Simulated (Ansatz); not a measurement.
**GeH3Br (SMILES [GeH3][Br]): a rigid scan of the angle H5–Ge1–H4**

An exercise on one series of results from a longer session: the logs are not shown, and one member is left open.

Method: single points in def2-TZVPP; program: Ansatz 0.2.0, Gaussian basis.

Levels: PBE-D4, r2SCAN-D4, PBE0-D4, B3LYP-D4, wB97M-V, Hartree-Fock, MP2, CCSD, CCSD(T). The scan takes 81.7, 89.2, 96.7, 104.2, 111.7, 119.2, 126.7, 134.2, 141.7°.

Correlated methods freeze the cores. Filled d shells of the heavier atoms are correlated. B3LYP uses VWN-RPA correlation.

27 further runs of the same task are left out: 27 set aside as unsound or not needed.

**Starting geometry**

5 atoms, charge 0, spin multiplicity 1.

Atoms are counted from 1 here; the program's logs count them from 0.

Bond lengths: Ge1–Br2 2.355 Å, Ge1–H3 1.602 Å, Ge1–H4 1.522 Å, Ge1–H5 1.489 Å. Angles: Br2–Ge1–H3 106.0°, Br2–Ge1–H4 111.1°, Br2–Ge1–H5 111.2°, H3–Ge1–H4 106.8°, H3–Ge1–H5 111.4°, H4–Ge1–H5 110.3°.

As a file:

```mol
BrGeH3
  3D, bonds by distance, orders not assigned

  5  4  0  0  0  0  0  0  0  0999 V2000
    0.1540   -0.0414   -0.0979 Ge  0  0
   -1.5914   -0.1454    1.4802 Br  0  0
    0.1259    1.4468   -0.6908 H   0  0
   -0.1056   -0.9837   -1.2647 H   0  0
    1.4671   -0.3500    0.5317 H   0  0
  1  2  8  0
  1  3  8  0
  1  4  8  0
  1  5  8  0
M  END
```

The first run:

pre/in.yaml reads:

```yaml
crystal:
  periodic: [false, false, false]
  atoms:
    - {symbol: Ge, position_ang: [0.154000, -0.041400, -0.097900]}
    - {symbol: Br, position_ang: [-1.591400, -0.145400, 1.480200]}
    - {symbol: H, position_ang: [0.125900, 1.446800, -0.690800]}
    - {symbol: H, position_ang: [-0.105600, -0.983700, -1.264700]}
    - {symbol: H, position_ang: [1.467100, -0.350000, 0.531700]}
basis:
  gaussian: {orbitals: def2-SVP}
hamiltonian: {xc: pbe, dispersion: d4}
relax: {f_tol: 0.03, max_steps: 250}
```

The command line of these runs was not kept.

Steps of the session up to this table: A first relaxation in a small basis; Finding the minimum; Reference energies at the minimum; H5–Ge1–H4 = 81.7°; H5–Ge1–H4 = 89.2°; H5–Ge1–H4 = 96.7°; H5–Ge1–H4 = 104.2°; H5–Ge1–H4 = 111.7°; H5–Ge1–H4 = 119.2°; H5–Ge1–H4 = 126.7°; H5–Ge1–H4 = 134.2°; H5–Ge1–H4 = 141.7°.

One of the session's tables, all rows but one given; the rest of the session is left out.

Energies less that of the minimum at the same level (kcal/mol): The rows 111.7 (minimum) and angle (°) = 111.7 agree to the last digit and may rest on the same set-up.

| angle (°) | PBE-D4 | PBE0-D4 | B3LYP-D4 | wB97M-V | Hartree-Fock |
| --- | --- | --- | --- | --- | --- |
| 81.7 | 12.6 | 13.4 | 13.4 | 13.6 | 15.9 |
| 89.2 | 7.0 | 7.4 | 7.4 | 7.5 | 8.8 |
| 96.7 | 3.0 | 3.3 | 3.2 | 3.3 | 3.8 |
| 104.2 | 0.7 | 0.8 | 0.8 | 0.8 | 0.9 |
| 111.7 (minimum) | 0.0 | 0.0 | 0.0 | 0.0 | 0.0 |
| 111.7 | 0.0 | 0.0 | 0.0 | 0.0 | 0.0 |
| 119.2 | ? | ? | ? | ? | ? |
| 126.7 | 3.0 | 3.2 | 3.3 | 3.2 | 3.8 |
| 134.2 | 6.8 | 7.1 | 7.2 | 7.2 | 8.5 |
| 141.7 | 11.9 | 12.6 | 12.8 | 12.7 | 15.0 |

Estimate the missing values for angle (°) = 119.2.

Worked estimate for «PBE-D4». A straight line through the neighbours (111.7, 0.0) and (126.7, 3.0) gives 0.0 + (3.0 − 0.0) × (119.2 − 111.7) / (126.7 − 111.7) = 1.5; a parabola fitted to 4 rows on both sides gives 0.7.

**Answer.** PBE-D4: 0.8; PBE0-D4: 0.8; B3LYP-D4: 0.8; wB97M-V: 0.8; Hartree-Fock: 1.0. In «PBE-D4» the line misses by +0.7 and the parabola by -0.1.

To keep in mind: A polynomial through the near points puts the CCSD(T) minimum 0.2° below the PBE0-D4 value.
